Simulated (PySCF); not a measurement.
# RbNa at other levels of theory

Aim: see what other levels and later steps give for RbNa.

Method: each script names its method and basis; program: PySCF 2.14.0.

2 further runs of the same task are left out: 1 for a known fault of the program, 1 that didn't finish.

### 1 The system as given

RbNa: 2 atoms, charge 0, spin multiplicity 1.

No contacts short enough for the rule that draws bonds.

### 2 Base script

input.py

```python
from pyscf import gto, scf, mp

mol = gto.M(
    atom='Rb 0 0 0; Na 0 0 4.18',
    basis='jorge-dzp',
    charge=0,
    spin=0,
    verbose=4,
)
mf = scf.RHF(mol)
mf.kernel()
mp.MP2(mf, frozen=10).kernel()
mf.dip_moment()
print('orbital energies (hartree):', mf.mo_energy[..., max(0, mol.nelec[1]-3):mol.nelec[0]+3].round(4))
```

Command:

```
$ OMP_NUM_THREADS=1 python input.py
```

### 3 MP2

Run 1 changes frozen orbitals: 10 → none.

input.py, as its differences from that of step 2:

```diff
@@ -11,3 +11,3 @@
 mf.kernel()
-mp.MP2(mf, frozen=10).kernel()
+mp.MP2(mf).kernel()
 mf.dip_moment()
```

### 4 ROHF

Run 2 changes SCF type: RHF → ROHF.

input.py, as its differences from that of step 2:

```diff
@@ -9,3 +9,3 @@
 )
-mf = scf.RHF(mol)
+mf = scf.ROHF(mol)
 mf.kernel()
```

### 5 SCF alone

Run 3 changes step after the SCF: mp2 → none.

input.py, as its differences from that of step 2:

```diff
@@ -1,2 +1,2 @@
-from pyscf import gto, scf, mp
+from pyscf import gto, scf
 
@@ -11,3 +11,2 @@
 mf.kernel()
-mp.MP2(mf, frozen=10).kernel()
 mf.dip_moment()
```

### 6 UHF

Run 4 changes SCF type: RHF → UHF.

input.py

```python
from pyscf import gto, scf, mp

mol = gto.M(
    atom='Rb 0 0 0; Na 0 0 4.18',
    basis='jorge-dzp',
    charge=0,
    spin=0,
    verbose=4,
)
mf = scf.UHF(mol)
mf.kernel()
mp.MP2(mf, frozen=10).kernel()
mf.dip_moment()
print('orbital energies (hartree):', [e[max(0, n-3):n+3].round(4) for e, n in zip(mf.mo_energy, mol.nelec)])
```

Q: Predict the outcome of this session. Wanted: for each run, E(SCF); from base; gap; SCF dipole; after the SCF.

**Answer**, as computed:

```
      run  E(SCF) (hartree)  from base (eV)  cycles  gap (eV)  SCF dipole (D)                           after the SCF
     base      -3099.905348               0       9      3.53            5.35  MP2 correlation -3.608 eV, core frozen
      MP2      -3099.905348          0.0000       9      3.53            5.35               MP2 correlation -6.555 eV
     ROHF      -3099.905348          0.0000       9       n/a            5.35  MP2 correlation -3.608 eV, core frozen
SCF alone      -3099.905348          0.0000       9      3.53            5.35                                     n/a
      UHF      -3099.905348          0.0000      14      3.53            5.35  MP2 correlation -3.608 eV, core frozen
```

The SCF energy stays the same, to the digits that matter, with ROHF or UHF. The base needs 9 cycles and the run with UHF needs 14.
